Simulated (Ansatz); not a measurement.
ZnAu, space group Pm-3m, a comparison of functionals at one structure

Run with the Ansatz DFT code, driven from Python.

`xc_znau.py`:
```python
# -*- coding: utf-8 -*-
import warnings

import ansatz as az

warnings.simplefilter("ignore", az.DeckWarning)

lattice = az.Lattice.of(
    [3.147, 0.0, 0.0],
    [0.0, 3.147, 0.0],
    [0.0, 0.0, 3.147],
)
sites = [
    ("Zn", [0.5, 0.5, 0.5]),
    ("Au", [0.0, 0.0, 0.0]),
]
cell = az.Crystal(lattice=lattice)
for symbol, position in sites:
    cell = cell.atom(symbol, position)

base = (
    cell.calculation()
    .kpoints(10)
    .pseudopotentials("paw")
    .occupations("Fermi-Dirac", width=0.15)
    .basis(450)
    .stress()
)

rows = []
for value in ["blyp", "revpbe", "pbesol", "pbe", "r2scan"]:
    rep = base.functional(value).run(threads=1).report
    rows.append((value, rep["free_energy_ev"] / len(rep["lattice"]["sites"]), rep["n_iterations"], sum(rep["stress_gpa"][i][i] for i in range(3)) / 3, rep["n_kpoints"]))

print("  functional   F/atom (eV)    iterations       P (GPa)      k-points")
for row in rows:
    print(f"{str(row[0]):>12s}  {row[1]:12.5f}  {row[2]:12d}  {row[3]:12.3f}  {row[4]:12d}")
```

```console
$ python xc_znau.py
  functional   F/atom (eV)    iterations       P (GPa)      k-points
        blyp   -8252.34269             7        13.653            56
      revpbe   -8241.34475             6         7.590            56
      pbesol   -8144.23467             6        -2.437            56
         pbe   -8234.39327             6         4.824            56
      r2scan   -8244.81671             7         0.185            56
```

The cutoff lies under the one recommended for these potentials in some of the runs. Under the recommended cutoff a pressure can be off by several GPa, even in sign. BLYP can be off by several per cent in the lattices of metals, and by several GPa in the pressure at a fixed cell. The smearing is wide enough that free energy and stress hold a thermal part of the electrons. Pressure is positive in compression. Spin-orbit coupling, which matters for elements this heavy, is left out. The structure is a deposited one; some such entries were measured under pressure or heat, so a shift against it needn't be the functional's error alone. Total energies of different functionals can't be compared; pressures, moments and gaps at this one structure can. The script silences the warnings on its input, which a real study should read. Run time: 14 s on 1 thread of Arm Neoverse V1, on a shared host, peak memory 0.45 GiB.
